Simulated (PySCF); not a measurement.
# GaH3 (SMILES [GaH3]): a first try and a second

Aim: a single-point energy of GaH3 at DF-CCSD(T)/6-311G (density fitting).

Program for the calculation: PySCF 2.14.0.

6 further runs of the same task are left out: 6 set aside as unsound or not needed.

## 1. The structure to begin with

GaH3: 4 atoms, total charge 0, spin state singlet. SMILES: `[GaH3]`. The shape is that of a PBE0-D4/def2-TZVP optimisation.

Bond lengths: Ga1–H2 1.568 Å, Ga1–H3 1.568 Å, Ga1–H4 1.568 Å. Angles: H2–Ga1–H3 120.0°, H2–Ga1–H4 120.0°, H3–Ga1–H4 120.0°.

## 2. Try one

job.py reads:

```python
# [GaH3]
from pyscf import gto, cc
from pyscf import df

mol = gto.Mole()
mol.atom = '''
Ga       0.013400      -0.014900      -0.004600
H        0.013400       0.035100      -0.004600
H       -0.552100      -1.477800      -0.009700
H       -0.658400       1.088700      -0.893700
'''
mol.basis = '6-311g'
mol.charge = 0
mol.max_memory = 1860
mol.verbose = 3
mol.build()

myscf = mol.RHF()
myscf = myscf.density_fit(auxbasis=df.aug_etb(mol, beta=2.0))
myscf.max_cycle = 81
myscf.kernel()

mycc = cc.CCSD(myscf, frozen=9).density_fit()
mycc.kernel()
e_t = mycc.ccsd_t()
energy = mycc.e_tot + e_t
print('E = %.10f Eh' % energy)
```

Run with:

```sh
$ OMP_NUM_THREADS=1 python job.py
```

What it wrote:

```text
converged SCF energy = -1699.54928088009
E(RCCSD) = -1699.720162956879  E_corr = -0.1708820767894342
RCCSD(T) correction = -0.00487170291394143
E = -1699.7250346598 Eh
```

Run time: 5.7 s. Hardware: 1 thread of AMD EPYC 7R43 (Zen 3), shared host; peak memory 0.14 GiB.

## 3. What went wrong

The run finished; that doesn't make the result usable.

The fault: two atoms lie on top of or far too near each other. As the program read them, the closest atoms are 0.05 Å apart, against 1.57 Å in the sound input.

## 4. The mended input

input.xyz reads:

```xyz
4
GaH3
Ga     0.013400    -0.014900    -0.004600
H      1.252400     0.343800     0.887700
H     -0.552100    -1.477800    -0.009700
H     -0.658400     1.088700    -0.893700
```

job.py reads:

```python
# [GaH3]
from pyscf import gto, cc
from pyscf import df

mol = gto.M(
    atom='input.xyz',
    max_memory=1860,
    basis='6-311g',
    verbose=4,
)

mf = mol.RHF()
mf = mf.density_fit(auxbasis=df.aug_etb(mol, beta=2.0))
mf.kernel()

mycc = cc.CCSD(mf, frozen=9).density_fit()
mycc.kernel()
e_t = mycc.ccsd_t()
etot = mycc.e_tot + e_t
print('E = %.10f Eh' % etot)
```

Run with:

```sh
$ OMP_NUM_THREADS=1 python job.py
```

What it wrote:

```text
PySCF version 2.14.0

[INPUT] num. atoms = 4
[INPUT] num. electrons = 34
[INPUT] charge = 0
[INPUT] spin (= nelec alpha-beta = 2S) = 0
[INPUT] symmetry False subgroup None
[INPUT] Mole.unit = angstrom
[INPUT] Symbol           X                Y                Z      unit          X                Y                Z       unit  Magmom
[INPUT]  1 Ga     0.013400000000  -0.014900000000  -0.004600000000 AA    0.025322330069  -0.028156919256  -0.008692740173 Bohr   0.0
[INPUT]  2 H      1.252400000000   0.343800000000   0.887700000000 AA    2.366692998405   0.649687841625   1.677509880776 Bohr   0.0
[INPUT]  3 H     -0.552100000000  -1.477800000000  -0.009700000000 AA   -1.043317793372  -2.792637266882  -0.018330343408 Bohr   0.0
[INPUT]  4 H     -0.658400000000   1.088700000000  -0.893700000000 AA   -1.244195680414   2.057344831814  -1.688848237524 Bohr   0.0

nuclear repulsion = 31.9625584262976
number of shells = 26
number of NR pGTOs = 94
number of NR cGTOs = 48
basis = 6-311g
ecp = {}
ETB for Ga: l = 0, exps = 0.13242 * 2^n , n = 0..19
ETB for Ga: l = 1, exps = 0.10279647853890715 * 2^n , n = 0..17
ETB for Ga: l = 2, exps = 0.0798 * 2^n , n = 0..15
ETB for Ga: l = 3, exps = 0.3276141022605712 * 2^n , n = 0..11
ETB for Ga: l = 4, exps = 1.345 * 2^n , n = 0..6
ETB for H: l = 0, exps = 0.205482 * 2^n , n = 0..8

[... 36 lines left out ...]
converged SCF energy = -1924.9025740951
[... 1 line left out ...]
******** <class 'pyscf.cc.dfccsd.RCCSD'> ********
CC2 = 0
CCSD nocc = 8, nmo = 39
frozen orbitals 9
max_cycle = 50
direct = 0
conv_tol = 1e-07
conv_tol_normt = 1e-05
diis_space = 6
diis_start_cycle = 0
diis_start_energy_diff = 1e+09
******** <class 'pyscf.df.df.DF'> ********
auxbasis = None
Init t2, MP2 energy = -1925.11149348101  E_corr(MP2) -0.20891938590861
Init E_corr(RCCSD) = -0.20891938590863
cycle = 1  E_corr(RCCSD) = -0.200051494674973  dE = 0.00886789123  norm(t1,t2) = 0.0501523
cycle = 2  E_corr(RCCSD) = -0.211270117805022  dE = -0.0112186231  norm(t1,t2) = 0.0179685
cycle = 3  E_corr(RCCSD) = -0.211187196331221  dE = 8.29214738e-05  norm(t1,t2) = 0.00790621
cycle = 4  E_corr(RCCSD) = -0.212773227566956  dE = -0.00158603124  norm(t1,t2) = 0.0031042
cycle = 5  E_corr(RCCSD) = -0.212786714013395  dE = -1.34864464e-05  norm(t1,t2) = 0.000529955
cycle = 6  E_corr(RCCSD) = -0.212732974946881  dE = 5.37390665e-05  norm(t1,t2) = 0.000170003
cycle = 7  E_corr(RCCSD) = -0.212733644303223  dE = -6.69356343e-07  norm(t1,t2) = 4.16168e-05
cycle = 8  E_corr(RCCSD) = -0.212735760583186  dE = -2.11627996e-06  norm(t1,t2) = 1.42613e-05
cycle = 9  E_corr(RCCSD) = -0.212735193415115  dE = 5.67168071e-07  norm(t1,t2) = 5.27873e-06
cycle = 10  E_corr(RCCSD) = -0.212735131991772  dE = 6.14233434e-08  norm(t1,t2) = 1.43684e-06
RCCSD converged
E(RCCSD) = -1925.115309227088  E_corr = -0.2127351319917719
RCCSD(T) correction = -0.00576998467883419
E = -1925.1210792118 Eh
```

Run time: 6 s. Hardware: 1 thread of AMD EPYC 7R43 (Zen 3), shared host; peak memory 0.14 GiB.

## 5. What came out

Level: DF-CCSD(T)/6-311G (density fitting).

```
                                   quantity           value
                               total energy  -1925.12108 Eh
       dipole moment (Hartree–Fock density)          0.00 D
        HOMO energy (Hartree–Fock orbitals)       -11.64 eV
        LUMO energy (Hartree–Fock orbitals)         0.63 eV
      HOMO–LUMO gap (Hartree–Fock orbitals)        12.27 eV
correlation energy (9 core orbitals frozen)      -218.5 mEh
                             (T) correction       -5.77 mEh
                              T1 diagnostic           0.011
```

In words: The first attempt's energy was +6133.339 eV off this one. Mulliken charges of the mean-field density run from -0.25 on H2 to +0.76 on Ga1; they depend strongly on the basis. The triples make up 2.6 % of the correlation energy.
